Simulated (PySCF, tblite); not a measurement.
# C₄H₁₁BO₂: a rotation path, then NMR shifts on frames, part 2 of 2

tblite 0.8.0 and PySCF 2.14.0. Atoms count from 0. Earlier steps stand in the parts before.

## 5. Shielding tensors: image 4, PBE0/pcSseg-1

Job settings and geometry (Å):

```
{"job": {"kind": "nmr", "xc": "PBE0", "basis": "pcSseg-1", "pop": false}, "charge": 0, "multiplicity": 1}
C      2.784100    -0.306300    -0.058200
B      1.272200    -0.081300     0.428600
O      0.955800    -0.341300     1.737100
O      0.380600     0.349200    -0.472800
C     -1.007100     0.632100    -0.350200
C     -1.714900     0.087000    -1.593700
C     -1.654200     0.070200     0.911000
H      2.949200    -0.021200    -1.091000
H      3.059800    -1.354700     0.045800
H      3.476200     0.264100     0.559400
H      1.691200    -0.666300     2.253500
H     -1.097300     1.729800    -0.345600
H     -2.771000     0.342200    -1.553700
H     -1.282900     0.510000    -2.496100
H     -1.615100    -0.994800    -1.633900
H     -1.239500     0.541500     1.796400
H     -2.726400     0.245300     0.879700
H     -1.469600    -0.999200     0.972100
```

With the program's defaults for keys left out, this is: GIAO PBE0/pcSseg-1 NMR shielding, non-relativistic, gas phase.

Log:

```text
coarse grid: 14424 points
cycle   1  E = -333.8188344194  dE =  7.185e-01  |g| = 8.816e-01  |ddm| = 3.459e+00
cycle   2  E = -333.7165125647  dE =  1.023e-01  |g| = 1.174e+00  |ddm| = 1.389e+00
cycle   3  E = -333.9672994391  dE = -2.508e-01  |g| = 1.093e-01  |ddm| = 8.502e-01
cycle   4  E = -333.9695141143  dE = -2.215e-03  |g| = 3.416e-02  |ddm| = 8.544e-02
cycle   5  E = -333.9697492817  dE = -2.352e-04  |g| = 1.023e-02  |ddm| = 2.647e-02
cycle   6  E = -333.9697658292  dE = -1.655e-05  |g| = 3.742e-03  |ddm| = 8.580e-03
cycle   7  E = -333.9697683262  dE = -2.497e-06  |g| = 3.620e-04  |ddm| = 2.354e-03
final grid: 137552 points
cycle   8  E = -334.0296563130  dE = -4.377e-05  |g| = 1.183e-02  |ddm| = 2.648e-02
cycle   9  E = -334.0296340582  dE =  2.225e-05  |g| = 1.628e-02  |ddm| = 1.695e-02
cycle  10  E = -334.0296848804  dE = -5.082e-05  |g| = 1.468e-03  |ddm| = 9.775e-03
cycle  11  E = -334.0296853230  dE = -4.426e-07  |g| = 2.228e-04  |ddm| = 1.201e-03
cycle  12  E = -334.0296853293  dE = -6.346e-09  |g| = 1.319e-04  |ddm| = 2.224e-04
cycle  13  E = -334.0296853323  dE = -2.957e-09  |g| = 2.498e-05  |ddm| = 8.891e-05
cycle  14  E = -334.0296853324  dE = -1.194e-10  |g| = 5.387e-06  |ddm| = 2.170e-05
converged SCF energy = -334.0296853324

GIAO shielding tensors (ppm)
atom      isotropic    diamagn.    paramagn.     s11        s22        s33       span
  0 C      185.673     254.300     -68.628    174.104    183.398    199.516     25.412
  1 B       72.330     193.670    -121.341     59.500     69.421     88.069     28.569
  2 O      196.145     390.701    -194.555     76.451    248.104    263.882    187.431
  3 O      184.435     397.599    -213.164     90.954    181.260    281.092    190.138
  4 C      113.140     239.717    -126.577     83.957     98.455    157.009     73.052
  5 C      158.007     248.229     -90.222    136.754    151.411    185.858     49.104
  6 C      159.560     250.734     -91.174    143.777    157.389    177.512     33.735
  7 H       31.579      31.962      -0.383     26.886     30.051     37.799     10.913
  8 H       31.673      31.000       0.673     28.189     29.348     37.482      9.293
  9 H       31.745      30.140       1.605     27.926     29.507     37.802      9.876
 10 H       28.057      32.458      -4.401     22.321     25.809     36.041     13.720
 11 H       27.159      30.278      -3.119     24.115     26.148     31.214      7.099
 12 H       30.853      29.395       1.458     26.682     28.767     37.110     10.428
 13 H       29.998      29.807       0.191     26.192     27.821     35.982      9.791
 14 H       30.526      30.778      -0.253     27.837     29.212     34.528      6.690
 15 H       29.055      31.316      -2.262     24.145     29.085     33.934      9.789
 16 H       30.786      30.191       0.595     26.166     29.218     36.975     10.809
 17 H       30.172      32.099      -1.928     27.113     29.859     33.543      6.429
```

It took 20 s on 1 thread of Arm Neoverse V1, shared host; peak memory 0.81 GiB.

This run: δ C4 73.8, C5 28.9, C6 27.4, C0 1.3, H11 4.56, H10 3.66 ppm.

## 6. NMR shieldings: image 6, PBE0/pcSseg-1

Job settings and geometry (Å):

```
{"job": {"kind": "nmr", "xc": "PBE0", "basis": "pcSseg-1", "pop": false}, "charge": 0, "multiplicity": 1}
C      2.783800    -0.136200    -0.005600
B      1.214500    -0.198800     0.317900
O      0.771000    -1.038400     1.307200
O      0.401000     0.586000    -0.400900
C     -1.013600     0.718800    -0.373100
C     -1.626700    -0.147500    -1.474900
C     -1.639900     0.409700     0.982800
H      3.023700     0.546900    -0.812600
H      3.151600    -1.122700    -0.283700
H      3.348000     0.175000     0.872000
H      1.473000    -1.499000     1.763100
H     -1.195600     1.776800    -0.615800
H     -2.705500    -0.013100    -1.494200
H     -1.218900     0.134200    -2.442500
H     -1.402000    -1.195300    -1.291900
H     -1.192700     1.035700     1.751200
H     -2.708500     0.604500     0.944700
H     -1.471900    -0.630300     1.244700
```

With the program's defaults for keys left out, this is: GIAO PBE0/pcSseg-1 NMR shielding, non-relativistic, gas phase.

Log:

```text
coarse grid: 14424 points
cycle   1  E = -333.8193428957  dE =  7.174e-01  |g| = 8.795e-01  |ddm| = 3.455e+00
cycle   2  E = -333.7178260277  dE =  1.015e-01  |g| = 1.171e+00  |ddm| = 1.383e+00
cycle   3  E = -333.9670763171  dE = -2.493e-01  |g| = 1.091e-01  |ddm| = 8.461e-01
cycle   4  E = -333.9692822612  dE = -2.206e-03  |g| = 3.402e-02  |ddm| = 8.520e-02
cycle   5  E = -333.9695171275  dE = -2.349e-04  |g| = 1.001e-02  |ddm| = 2.668e-02
cycle   6  E = -333.9695328319  dE = -1.570e-05  |g| = 3.817e-03  |ddm| = 8.631e-03
cycle   7  E = -333.9695354189  dE = -2.587e-06  |g| = 3.263e-04  |ddm| = 2.332e-03
final grid: 137552 points
cycle   8  E = -334.0307669878  dE = -4.324e-05  |g| = 1.189e-02  |ddm| = 2.489e-02
cycle   9  E = -334.0307440502  dE =  2.294e-05  |g| = 1.644e-02  |ddm| = 1.709e-02
cycle  10  E = -334.0307955056  dE = -5.146e-05  |g| = 1.433e-03  |ddm| = 9.860e-03
cycle  11  E = -334.0307959288  dE = -4.232e-07  |g| = 2.280e-04  |ddm| = 1.177e-03
cycle  12  E = -334.0307959357  dE = -6.855e-09  |g| = 1.290e-04  |ddm| = 2.150e-04
cycle  13  E = -334.0307959385  dE = -2.798e-09  |g| = 2.595e-05  |ddm| = 8.778e-05
cycle  14  E = -334.0307959386  dE = -1.284e-10  |g| = 5.483e-06  |ddm| = 2.284e-05
converged SCF energy = -334.0307959386

GIAO shielding tensors (ppm)
atom      isotropic    diamagn.    paramagn.     s11        s22        s33       span
  0 C      185.654     254.304     -68.650    174.263    183.214    199.484     25.221
  1 B       71.823     193.759    -121.936     58.260     69.565     87.644     29.385
  2 O      196.315     390.994    -194.679     80.497    246.230    262.218    181.721
  3 O      181.852     397.290    -215.437     88.054    170.330    287.173    199.118
  4 C      112.867     239.861    -126.993     84.687     96.791    157.125     72.438
  5 C      159.502     248.921     -89.419    139.648    153.170    185.689     46.041
  6 C      160.408     250.835     -90.427    143.793    157.912    179.520     35.727
  7 H       31.566      31.734      -0.167     26.903     29.978     37.818     10.915
  8 H       31.717      30.800       0.917     28.098     29.493     37.561      9.463
  9 H       31.724      30.311       1.413     28.007     29.420     37.746      9.739
 10 H       28.020      32.580      -4.561     22.221     25.695     36.143     13.922
 11 H       27.258      30.341      -3.084     24.063     26.289     31.421      7.359
 12 H       30.767      29.515       1.252     26.530     28.557     37.214     10.684
 13 H       30.013      30.033      -0.020     26.332     27.810     35.898      9.567
 14 H       30.456      31.239      -0.783     27.420     29.783     34.165      6.746
 15 H       30.079      31.173      -1.094     26.514     28.332     35.391      8.877
 16 H       30.784      30.040       0.744     26.427     28.694     37.232     10.805
 17 H       29.048      31.683      -2.635     24.743     29.686     32.715      7.972
```

Wall time 20 s (1 thread of Arm Neoverse V1, shared host); peak memory 0.81 GiB.

In short: δ C4 74.1, C5 27.4, C6 26.5, C0 1.3, H11 4.46, H10 3.70 ppm.

## 7. NMR shieldings: image 8, PBE0/pcSseg-1

Job settings and geometry (Å):

```
{"job": {"kind": "nmr", "xc": "PBE0", "basis": "pcSseg-1", "pop": false}, "charge": 0, "multiplicity": 1}
C      2.764100    -0.041300     0.103600
B      1.179700    -0.264400     0.149700
O      0.635500    -1.421900     0.641100
O      0.412400     0.738700    -0.308500
C     -1.007400     0.768400    -0.363900
C     -1.545700    -0.322500    -1.287200
C     -1.621300     0.665900     1.030200
H      3.027300     0.816600    -0.505500
H      3.283400    -0.910100    -0.296200
H      3.157100     0.134300     1.103100
H      1.271000    -2.069700     0.940400
H     -1.242600     1.754100    -0.791000
H     -2.622400    -0.221100    -1.397400
H     -1.079800    -0.243300    -2.266700
H     -1.316900    -1.298500    -0.868400
H     -1.220000     1.445800     1.672600
H     -2.700700     0.776500     0.969500
H     -1.382400    -0.301200     1.463100
```

Method: GIAO PBE0/pcSseg-1 NMR shielding, non-relativistic, gas phase.

Log:

```text
coarse grid: 14424 points
cycle   1  E = -333.8238369497  dE =  7.173e-01  |g| = 8.780e-01  |ddm| = 3.455e+00
cycle   2  E = -333.7204478176  dE =  1.034e-01  |g| = 1.174e+00  |ddm| = 1.394e+00
cycle   3  E = -333.9709997114  dE = -2.506e-01  |g| = 1.113e-01  |ddm| = 8.617e-01
cycle   4  E = -333.9732989860  dE = -2.299e-03  |g| = 3.436e-02  |ddm| = 8.662e-02
cycle   5  E = -333.9735360624  dE = -2.371e-04  |g| = 1.031e-02  |ddm| = 2.687e-02
cycle   6  E = -333.9735528349  dE = -1.677e-05  |g| = 3.812e-03  |ddm| = 8.914e-03
cycle   7  E = -333.9735554193  dE = -2.584e-06  |g| = 3.061e-04  |ddm| = 2.331e-03
final grid: 137552 points
cycle   8  E = -334.0344796787  dE = -4.901e-05  |g| = 1.139e-02  |ddm| = 2.795e-02
cycle   9  E = -334.0344600405  dE =  1.964e-05  |g| = 1.546e-02  |ddm| = 1.692e-02
cycle  10  E = -334.0345067442  dE = -4.670e-05  |g| = 1.397e-03  |ddm| = 9.482e-03
cycle  11  E = -334.0345071347  dE = -3.905e-07  |g| = 2.303e-04  |ddm| = 1.131e-03
cycle  12  E = -334.0345071419  dE = -7.189e-09  |g| = 1.295e-04  |ddm| = 2.236e-04
cycle  13  E = -334.0345071447  dE = -2.798e-09  |g| = 2.812e-05  |ddm| = 9.075e-05
cycle  14  E = -334.0345071448  dE = -1.450e-10  |g| = 5.559e-06  |ddm| = 2.420e-05
converged SCF energy = -334.0345071448

GIAO shielding tensors (ppm)
atom      isotropic    diamagn.    paramagn.     s11        s22        s33       span
  0 C      185.910     254.553     -68.644    174.947    183.734    199.048     24.100
  1 B       71.249     194.031    -122.782     55.079     70.533     88.134     33.055
  2 O      198.038     391.188    -193.151     84.255    242.599    267.260    183.005
  3 O      176.899     397.201    -220.302     84.157    161.325    285.215    201.058
  4 C      114.372     241.092    -126.720     86.917     98.632    157.568     70.651
  5 C      162.082     250.205     -88.124    141.564    158.952    185.730     44.166
  6 C      162.389     250.195     -87.806    142.345    159.017    185.806     43.461
  7 H       31.480      31.618      -0.139     26.787     30.046     37.606     10.819
  8 H       31.880      30.535       1.345     27.916     29.775     37.949     10.034
  9 H       31.551      30.475       1.076     28.073     28.975     37.606      9.532
 10 H       27.816      32.585      -4.769     22.092     25.045     36.312     14.220
 11 H       27.360      30.509      -3.149     24.005     26.391     31.684      7.679
 12 H       30.805      29.874       0.931     26.503     28.474     37.437     10.934
 13 H       30.306      30.686      -0.380     26.693     28.019     36.207      9.514
 14 H       29.434      31.518      -2.083     25.156     30.448     32.698      7.542
 15 H       30.328      30.700      -0.372     26.729     27.998     36.257      9.528
 16 H       30.828      29.895       0.934     26.501     28.535     37.449     10.947
 17 H       29.410      31.520      -2.110     25.057     30.435     32.738      7.681
```

It took 20 s on 1 thread of Arm Neoverse V1, shared host; peak memory 0.81 GiB.

This run: δ C4 72.6, C5 24.8, C6 24.5, C0 1.0, H11 4.36, H10 3.90 ppm.

## 8. Comparing the runs: NMR shifts

Shifts (ppm) of some atoms, chosen among heavy atoms and hydrogens apart, with basis size and wall time:

| frame | C4 | C6 | C5 | H15 | H17 | O3 | O2 | functions | time |
| --- | --- | --- | --- | --- | --- | --- | --- | --- | --- |
| image 0 | 68.0 | 26.7 | 26.3 | 1.59 | 1.16 | 166.2 | 130.0 | 174 | 20 s |
| image 2 | 70.6 | 25.2 | 27.5 | 3.02 | 0.83 | 159.5 | 137.7 | 174 | 19 s |
| image 4 | 73.8 | 27.4 | 28.9 | 2.66 | 1.55 | 151.6 | 139.9 | 174 | 20 s |
| image 6 | 74.1 | 26.5 | 27.4 | 1.64 | 2.67 | 154.2 | 139.8 | 174 | 20 s |
| image 8 | 72.6 | 24.5 | 24.8 | 1.39 | 2.31 | 159.2 | 138.0 | 174 | 20 s |

## 9. Summary of results

What follows sums up all 2 parts.

```
                                            quantity                                                                 value
                                             barrier                                    0.115 eV (2.6 kcal/mol) at image 4
                               end to end (GFN2-xTB)                                                              0.008 eV
     ¹³C shifts against TMS (PBE0/pcSseg-1, image 0)                                            68.0, 26.7, 26.3, -0.1 ppm
      ¹H shifts against TMS (PBE0/pcSseg-1, image 0)  4.81, 3.91, 1.59, 1.46, 1.36, 1.16, 0.98, 0.96, 0.26, 0.06, 0.02 ppm
¹¹B shifts against BF3·OEt2 (PBE0/pcSseg-1, image 0)                                                              28.3 ppm
     ¹⁷O shifts against H2O (PBE0/pcSseg-1, image 0)                                                      166.2, 130.0 ppm
                            range of the shift of O3                                                    151.6 to 166.2 ppm
```

**Reading.** Along the band the dihedral turns by 151°, and the top (dihedral -15°) lies 2.6 kcal/mol above the start (GFN2-xTB, rough), so at room temperature this motion is fast. Ends this close can change order at a higher level. The top was not checked by a frequency run. Shifts at one fixed geometry are not the observed spectrum, which averages over the motion. Across the 5 runs the shift of O3 moves most, between 151.6 (image 4) and 166.2 ppm (image 0).
